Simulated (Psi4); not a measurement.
# Si2H4F2 (SMILES F[SiH2][SiH2]F) at 6 levels

We compute a comparison of 6 runs (BHLYP/6-31G*, BLYP/6-31G*, M06-L/6-31G*, PBE0/6-31G*, r2SCAN/6-31G*, revPBE/6-31G*) of Si2H4F2. 

Program for the calculation: Psi4 1.11.

2 further runs of the same task are left out: 2 set aside as unsound or not needed.

## (1) The structure to begin with

Si2H4F2 has 8 atoms, charge 0, and is taken as a singlet. SMILES: `F[SiH2][SiH2]F`. The Si3–H8 distance was set to 1.708 Å, away from the relaxed value.

Bond lengths: F1–Si2 1.605 Å, Si2–Si3 2.350 Å, Si3–F4 1.605 Å, Si2–H5 1.485 Å, Si2–H6 1.487 Å, Si3–H7 1.487 Å. Angles: F1–Si2–Si3 110.4°, Si2–Si3–F4 110.4°, F1–Si2–H5 108.0°, F1–Si2–H6 108.1°, Si3–Si2–H5 111.7°, Si3–Si2–H6 109.2°, Si2–Si3–H7 109.2°, F4–Si3–H7 108.1°, H5–Si2–H6 109.3°. A long bond or contact: Si3–H8 1.708 Å.

## (2) The energy at BHLYP/6-31G(d) (spherical functions) (run 1)

Contents of f2h4si2.xyz:

```xyz
8
F2H4Si2
F     -1.809470     1.330620    -0.409878
Si    -0.232470     1.252920    -0.122978
Si     0.483930    -0.984780    -0.091278
F      0.406330    -1.617180    -1.564178
H      0.465430     2.039020    -1.172378
H      0.025530     1.868520     1.206222
H      1.900130    -1.039180     0.360022
H     -0.477100    -1.941900     0.946800
```

Contents of run.py:

```python
import psi4

psi4.set_memory('2200 MB')
psi4.set_num_threads(1)
psi4.set_output_file('run.log', False)

with open('f2h4si2.xyz') as f:
    atoms = ''.join(f.readlines()[2:])
mol = psi4.geometry('0 1\n' + atoms + 'symmetry c1\nno_reorient\nno_com')

options = {'basis': '6-31G*', 'puream': True, 'e_convergence': 1e-09, 'd_convergence': 1e-08, 'scf_type': 'pk', 'dft_radial_points': 99, 'dft_spherical_points': 590}
psi4.set_options(options)

e_tot, wfn = psi4.energy("bhhlyp", return_wfn=True)
print('E =', round(e_tot, 9))
```

Started as:

```sh
python run.py
```

run.log:

```text
[...]
  Running in c1 symmetry.
[...]
  Nuclear repulsion =  220.650989342530494
[...]
  Multiplicity = 1
[...]
  Nalpha       = 25
  Nbeta        = 25
[...]
    Number of basis functions: 72
[...]
   @RKS iter   1:  -780.97415480616155   -7.76543e-01   6.25701e-03 ADIIS/DIIS
[...]
   @RKS iter  10:  -781.04619834082371   -2.38742e-12   5.80953e-09 DIIS
[...]
  @RKS Final Energy:  -781.04619834082371
   => Energetics <=
    Nuclear Repulsion Energy =            220.6509893425304938
    One-Electron Energy =               -1523.4232046476990945
    Two-Electron Energy =                 554.8591120415950400
    DFT Exchange-Correlation Energy =     -33.1330950772501396
    Empirical Dispersion Energy =           0.0000000000000000
    VV10 Nonlocal Energy =                  0.0000000000000000
    Total Energy =                       -781.0461983408237074
[...]
 Multipole Moments:
 ------------------------------------------------------------------------------------
     Multipole            Electronic (a.u.)      Nuclear  (a.u.)        Total (a.u.)
 ------------------------------------------------------------------------------------
 L = 1.  Multiply by 2.5417464519 to convert [e a0] to [Debye]
 Dipole X            :         14.2002340          -13.5943685            0.6058655
 Dipole Y            :         -3.6821256            3.9710327            0.2889071
 Dipole Z            :         37.1751414          -36.7087275            0.4664139
 Magnitude           :                                                    0.8173630
[...]
```

Standard output:

```text
E = -781.046198341
```

Run time: 14 s. Hardware: 1 thread of Intel Xeon Platinum 8259CL at 2.50GHz (Skylake/Cascade Lake), shared host; peak memory 0.99 GiB.

## (3) Energy and forces at BLYP/6-31G(d) (spherical functions) (run 2)

f2h4si2.xyz is that of step 2.

Contents of run_ase.py:

```python
import numpy as np
from ase.calculators.psi4 import Psi4
from ase.io import read

atoms = read('f2h4si2.xyz')
calc = Psi4(atoms=atoms, method='blyp', basis='6-31G*', memory='2200MB', num_threads=1, charge=0, multiplicity=1, label='f2h4si2')
calc.psi4.set_options({'puream': True, 'e_convergence': 1e-09, 'd_convergence': 1e-08, 'scf_type': 'pk', 'dft_radial_points': 99, 'dft_spherical_points': 590})
atoms.calc = calc

forces = atoms.get_forces()
print(f'energy: {atoms.get_potential_energy():.6f} eV')
print('forces / eV A^-1')
print(np.round(forces, 5))
```

Started as:

```sh
python run_ase.py
```

f2h4si2.dat:

```text
[...]
  Running in c1 symmetry.
[...]
  Nuclear repulsion =  220.650989342530465
[...]
  Multiplicity = 1
[...]
  Nalpha       = 25
  Nbeta        = 25
[...]
    Number of basis functions: 72
[...]
   @RKS iter   1:  -780.95808443899841   -4.33661e-01   7.50827e-03 DIIS/ADIIS
[...]
   @RKS iter  11:  -781.07601849461616   -1.72804e-11   9.32631e-09 DIIS
[...]
  @RKS Final Energy:  -781.07601849461616
   => Energetics <=
    Nuclear Repulsion Energy =            220.6509893425304654
    One-Electron Energy =               -1523.2920247307988575
    Two-Electron Energy =                 585.8587683214883555
    DFT Exchange-Correlation Energy =     -64.2937514278361277
    Empirical Dispersion Energy =           0.0000000000000000
    VV10 Nonlocal Energy =                  0.0000000000000000
    Total Energy =                       -781.0760184946161644
[...]
  -Total Gradient:
     Atom            X                  Y                   Z
    ------   -----------------  -----------------  -----------------
       1        0.021194083672    -0.001162941732     0.003947402490
       2       -0.012382516572     0.002547977977    -0.003755495220
       3        0.025607402594     0.017490966145    -0.039990800151
       4        0.001089288944     0.008988444487     0.018819662174
       5       -0.003837693949    -0.002133690212     0.003082005382
       6       -0.002487588283    -0.001704709812    -0.004304171011
       7       -0.004213016178     0.000826915091    -0.003183447209
       8       -0.024943030104    -0.024848373099     0.025412320233
[...]
```

The script printed:

```text
energy: -21254.161054 eV
forces / eV A^-1
[[-1.08984  0.0598  -0.20298]
 [ 0.63673 -0.13102  0.19312]
 [-1.31679 -0.89942  2.05641]
 [-0.05601 -0.4622  -0.96775]
 [ 0.19734  0.10972 -0.15848]
 [ 0.12792  0.08766  0.22133]
 [ 0.21664 -0.04252  0.1637 ]
 [ 1.28262  1.27775 -1.30675]]
```

Wall time 24 s (1 thread of Intel Xeon Platinum 8259CL at 2.50GHz (Skylake/Cascade Lake), shared host); peak memory 1 GiB.

Runs 3 to 5 aren't shown in full; the table further down has their settings and results.

## (4) Energy and forces at revPBE/6-31G(d) (spherical functions) (run 6)

Contents of f2h4si2.json:

```json
{
 "schema_name": "qcschema_input",
 "schema_version": 1,
 "molecule": {
  "schema_name": "qcschema_molecule",
  "schema_version": 2,
  "symbols": ["F", "Si", "Si", "F", "H", "H", "H", "H"],
  "geometry": [-3.41940273, 2.51450738, -0.77455716, -0.43930463, 2.36767566, -0.23239474, 0.91449516, -1.86096449, -0.17249042, 0.76785242, -3.05602729, -2.95586803, 0.87953523, 3.85318936, -2.21547333, 0.04824471, 3.53099106, 2.27942923, 3.5907253, -1.96376559, 0.68034298, -0.90158833, -3.66965916, 1.78919269],
  "molecular_charge": 0,
  "molecular_multiplicity": 1,
  "fix_symmetry": "c1"
 },
 "driver": "gradient",
 "model": {
  "method": "revpbe",
  "basis": "6-31G*"
 },
 "keywords": {
  "puream": true,
  "e_convergence": 1e-09,
  "d_convergence": 1e-08,
  "scf_type": "pk",
  "dft_radial_points": 99,
  "dft_spherical_points": 590,
  "scf_properties": ["WIBERG_LOWDIN_INDICES", "LOWDIN_CHARGES", "MULLIKEN_CHARGES"]
 }
}
```

Started as:

```sh
psi4 --qcschema f2h4si2.json -n 1 --memory 2200MB
```

stdout:

```text
[...]
  Running in c1 symmetry.
[...]
  Nuclear repulsion =  220.650989466350893
[...]
  Multiplicity = 1
[...]
  Nalpha       = 25
  Nbeta        = 25
[...]
    Number of basis functions: 72
[...]
   @RKS iter   1:  -780.81906254831904   -4.47396e-01   6.84198e-03 ADIIS/DIIS
[...]
   @RKS iter  11:  -780.91650219943881   -1.39835e-11   9.06926e-09 DIIS
[...]
  @RKS Final Energy:  -780.91650219943881
   => Energetics <=
    Nuclear Repulsion Energy =            220.6509894663508931
    One-Electron Energy =               -1523.3472702263175051
    Two-Electron Energy =                 585.9043969700427397
    DFT Exchange-Correlation Energy =     -64.1246184095149658
    Empirical Dispersion Energy =           0.0000000000000000
    VV10 Nonlocal Energy =                  0.0000000000000000
    Total Energy =                       -780.9165021994388098
[...]
  -Total Gradient:
     Atom            X                  Y                   Z
    ------   -----------------  -----------------  -----------------
       1        0.023662933907    -0.001211869392     0.004430587497
       2       -0.013637844016     0.004359329781    -0.004054457885
       3        0.026648410576     0.016123096417    -0.041382538602
       4        0.001265356692     0.009894359897     0.021132313813
       5       -0.004695458608    -0.002869883831     0.004167235819
       6       -0.002874729875    -0.002306795605    -0.005661919898
       7       -0.005578709784     0.000815196660    -0.003739068583
       8       -0.024754894970    -0.024796520647     0.025143753218
[...]
```

The result, in JSON:

```text
{
 "driver": "gradient",
 "model": {
  "method": "revpbe",
  "basis": "6-31G*"
 },
 "success": true,
 "return_result": [0.023662933906870076, -0.0012118693923418907, 0.004430587497319338, -0.013637844015570125, 0.004359329780717441, -0.004054457885192521, 0.02664841057592201, 0.01612309641719325, -0.04138253860186519, 0.0012653566918065778, 0.009894359897323818, 0.021132313812675857, -0.0046954586082133265, -0.0028698838314612785, 0.0041672358191435915, -0.002874729874595146, -0.0023067956051571747, -0.005661919898386714, -0.0055787097837858846, 0.0008151966597158694, -0.0037390685832467685, -0.024754894970330538, -0.024796520647442394, 0.025143753218492812],
 "properties": {
  "calcinfo_nbasis": 72,
  "calcinfo_nmo": 72,
  "calcinfo_nalpha": 25,
  "calcinfo_nbeta": 25,
  "calcinfo_natom": 8,
  "nuclear_repulsion_energy": 220.6509894663509,
  "return_energy": -780.9165021994388,
  "return_gradient": [0.023662933906870076, -0.0012118693923418907, 0.004430587497319338, -0.013637844015570125, 0.004359329780717441, -0.004054457885192521, 0.02664841057592201, 0.01612309641719325, -0.04138253860186519, 0.0012653566918065778, 0.009894359897323818, 0.021132313812675857, -0.0046954586082133265, -0.0028698838314612785, 0.0041672358191435915, -0.002874729874595146, -0.0023067956051571747, -0.005661919898386714, -0.0055787097837858846, 0.0008151966597158694, -0.0037390685832467685, -0.024754894970330538, -0.024796520647442394, 0.025143753218492812],
  "scf_one_electron_energy": -1523.3472702263175,
  "scf_two_electron_energy": 585.9043969700427,
  "scf_xc_energy": -64.12461840951497,
  "scf_dipole_moment": [0.4967517078941355, 0.2472597582422833, 0.35658318448351345],
  "scf_total_energy": -780.9165021994388,
  "scf_total_gradient": [0.023662933906870076, -0.0012118693923418907, 0.004430587497319338, -0.013637844015570125, 0.004359329780717441, -0.004054457885192521, 0.02664841057592201, 0.01612309641719325, -0.04138253860186519, 0.0012653566918065778, 0.009894359897323818, 0.021132313812675857, -0.0046954586082133265, -0.0028698838314612785, 0.0041672358191435915, -0.002874729874595146, -0.0023067956051571747, -0.005661919898386714, -0.0055787097837858846, 0.0008151966597158694, -0.0037390685832467685, -0.024754894970330538, -0.024796520647442394, 0.025143753218492812],
  "scf_iterations": 11
 }
}
```

Wall time 24 s (1 thread of Intel Xeon Platinum 8259CL at 2.50GHz (Skylake/Cascade Lake), shared host); peak memory 0.99 GiB.

## (5) All runs side by side

| run | level | task | energy (Eh) | dipole moment (D) | HOMO energy (eV) | LUMO energy (eV) | wall time |
| --- | --- | --- | --- | --- | --- | --- | --- |
| 1 | BHLYP/6-31G* (spherical functions) | energy | -781.046198 | 2.08 | -9.48 | 0.27 | 14 s |
| 2 | BLYP/6-31G* (spherical functions) | gradient | -781.076018 | 1.70 | -6.82 | -1.30 | 24 s |
| 3 | M06-L/6-31G* (spherical functions) | energy | -781.090126 | 1.86 | -7.31 | -1.08 | 40 s |
| 4 | PBE0/6-31G* (spherical functions) | gradient | -780.677092 | 1.92 | -8.29 | -0.65 | 24 s |
| 5 | r2SCAN/6-31G* (spherical functions) | energy | -780.975989 | 1.81 | -7.34 | -1.14 | 43 s |
| 6 | revPBE/6-31G* (spherical functions) | gradient | -780.916502 | 1.68 | -6.94 | -1.39 | 24 s |

## (6) Results

| quantity | value |
| --- | --- |
| run 6: total energy | -780.91650 Eh |
| run 6: dipole moment | 1.68 D |
| run 6: HOMO energy | -6.94 eV |
| run 6: LUMO energy | -1.39 eV |
| run 6: HOMO–LUMO gap | 5.55 eV |
| run 6: largest force on an atom | 2.663 eV/Å |

In words: The dipole moment (its size) runs from 1.68 D (revPBE/6-31G*) to 2.08 D (BHLYP/6-31G*). The HOMO–LUMO gap runs from 5.52 eV (BLYP/6-31G*) to 9.75 eV (BHLYP/6-31G*). Totals of different functionals can't be ranked against each other. All runs together took 2.8 min, the longest 43 s.
